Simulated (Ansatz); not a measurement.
# AlN: the cost of one run

Program: the Python package of Ansatz 0.2.0. Level of theory: DFT PBE, plane waves, PAW. These are calculated values, not measurements.

The COD entry's cell or inner coordinates are ideal or old and differ from later refinements, so a difference from it is no clean test against experiment.

### Step 1. The structure

The structure is hexagonal, space group P6_3mc (No. 186). The conventional cell has a = 3.113 Å, b = 3.113 Å, c = 4.981 Å, α = 90.00°, β = 90.00°, γ = 120.00°. Al (site symmetry 3m) is surrounded by 4 N at 1.89 Å. N (site symmetry 3m) has 4 Al at 1.89 Å as nearest neighbours.

The script holds or builds the structure itself.

### Step 2. The code

Contents of aln_dfpt.py:

```python
"""Zone-centre and zone-boundary phonons of AlN by linear response."""

from pathlib import Path

import ansatz as az
from ase import Atoms
import numpy as np

atoms = Atoms(
    ["Al", "Al", "N", "N"],
    scaled_positions=[
        [1 / 3, 2 / 3, 0.0],
        [2 / 3, 1 / 3, 0.5],
        [1 / 3, 2 / 3, 0.38],
        [2 / 3, 1 / 3, 0.88],
    ],
    cell=[
        [3.113, 0.0, 0.0],
        [-1.5565, 2.695937, 0.0],
        [0.0, 0.0, 4.981],
    ],
    pbc=True,
)
crystal = az.Crystal.from_ase(atoms)

job = crystal.calculation()
job = job.basis(34 * az.Ry)
job = job.functional("pbe")
job = job.occupations("fixed")
job = job.kpoints(8, 8, 4)
job = job.phonons("dfpt", points=[(0, 0, 0), (0.5, 0.5, 0.5)])
res = job.run(runs_dir="runs")
ph = res.phonons

for q in ph.qpoints:
    print("q =", np.round(q.q_frac, 3), "1/cm:", " ".join(f"{w:.1f}" for w in q.omega_inv_cm))
```

### Step 3. Launch

Started as:

```
$ python aln_dfpt.py
```

**Question.** How long does this script take on 1 thread of Arm Neoverse V1, shared host, and how much memory does it need?

About 34 s, with a peak of 0.57 GiB.
